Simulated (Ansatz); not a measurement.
**CH₄AlClO: a ladder of functionals and wavefunction methods**

An exercise on one series of results from a longer session: the logs are not shown, and one member is left open.

Program: Ansatz 0.2.0, Gaussian basis. Level of theory: functionals in def2-TZVPP, the program's frozen cores in correlated methods. These are calculated values, not measurements.

Levels to be run: LDA (SPW92), PBE-D4, revPBE-D4, BLYP-D4, r2SCAN-D4, B97M-V, PBE0-D4, B3LYP-D4, r2SCANh-D4, r2SCAN0-D4, HSE06-D4, BHLYP-D4, CAM-B3LYP-D4, LC-ωPBE, ωB97X-V, ωB97M-V, B2PLYP, PBE-QIDH; CCSD(T)/def2-SVP; CCSD(T)/def2-TZVPP; MP2/def2-QZVPP; extrapolation to the limit; RPA on PBE.

### The geometry

An earlier PBE0-D4 in a triple-zeta def2 set relaxation fixed the geometry.

SMILES `O[CH2][AlH][Cl]`, 8 atoms, charge 0, spin multiplicity 1.

Atoms are counted from 1 here; the program's logs count them from 0.

Bond lengths: O1–C2 1.420 Å, O1–H5 0.961 Å, C2–Al3 1.962 Å, C2–H6 1.103 Å, C2–H7 1.099 Å, Al3–Cl4 2.109 Å, Al3–H8 1.577 Å. Angles: C2–O1–H5 109.4°, O1–C2–Al3 115.5°, O1–C2–H6 110.2°, O1–C2–H7 108.1°, Al3–C2–H6 109.1°, Al3–C2–H7 108.8°, H6–C2–H7 104.6°, C2–Al3–Cl4 112.9°, C2–Al3–H8 128.1°, Cl4–Al3–H8 119.0°.

The first run:

Contents of in.yaml:

```yaml
crystal:
  periodic: [false, false, false]
  atoms:
    - {symbol: O, position_ang: [-0.021106, 1.628492, -0.438203]}
    - {symbol: C, position_ang: [0.383518, 0.618204, 0.473828]}
    - {symbol: Al, position_ang: [-0.069665, -1.218361, -0.046347]}
    - {symbol: Cl, position_ang: [-1.337056, -1.304324, -1.729404]}
    - {symbol: H, position_ang: [-0.675113, 1.268998, -1.043269]}
    - {symbol: H, position_ang: [-0.031103, 0.821972, 1.475150]}
    - {symbol: H, position_ang: [1.472278, 0.691667, 0.604121]}
    - {symbol: H, position_ang: [0.370546, -2.563649, 0.648324]}
basis:
  gaussian: {orbitals: def2-TZVPP}
hamiltonian: {xc: lda}
output: {orbitals: {seedname: orbitals}}
```

Started as:

```bash
ansatz run in.yaml --threads 2 --pin off --events-out ev --progress --plain --max-ram 4352MiB
```

Steps of the session up to this table: LDA; PBE-D4 (GGA); revPBE-D4 (GGA); BLYP-D4 (GGA); r2SCAN-D4 (meta-GGA); B97M-V (meta-GGA); B3LYP-D4 (hybrid); r2SCANh-D4 (hybrid); r2SCAN0-D4 (hybrid); HSE06-D4 (hybrid); BHLYP-D4 (hybrid); CAM-B3LYP-D4 (range-separated); LC-ωPBE (range-separated); ωB97X-V (range-separated); ωB97M-V (range-separated); B2PLYP (double hybrid); PBE-QIDH (double hybrid).

One of the session's tables, all rows but one given; the rest of the session is left out.

It belongs to the step «Orbital energies across the functionals». 

```
  functional  HOMO (eV)  LUMO (eV)  gap (eV)
 LDA (SPW92)      -6.30      -2.43      3.87
      PBE-D4      -6.16      -2.17      3.98
   revPBE-D4      -6.10      -2.06      4.04
     BLYP-D4      -6.06      -2.07      4.00
   r2SCAN-D4      -6.47      -1.85      4.62
      B97M-V      -6.60      -2.02      4.58
     PBE0-D4      -7.67      -1.41      6.26
    B3LYP-D4      -7.44      -1.63      5.81
  r2SCANh-D4      -7.04      -1.59      5.44
  r2SCAN0-D4      -7.87      -1.22      6.65
    HSE06-D4          ?          ?         ?
    BHLYP-D4      -9.04      -0.66      8.37
CAM-B3LYP-D4      -9.10      -0.50      8.59
     LC-ωPBE     -10.44       0.61     11.05
     ωB97X-V     -10.09       0.49     10.58
     ωB97M-V      -9.97       0.20     10.18
```

Q: Estimate the row for HSE06-D4 from the others.

As computed: HOMO (eV): -7.27; LUMO (eV): -1.78; gap (eV): 5.48. In the column «HOMO (eV)» it lies between B3LYP-D4 (-7.44) and r2SCANh-D4 (-7.04).
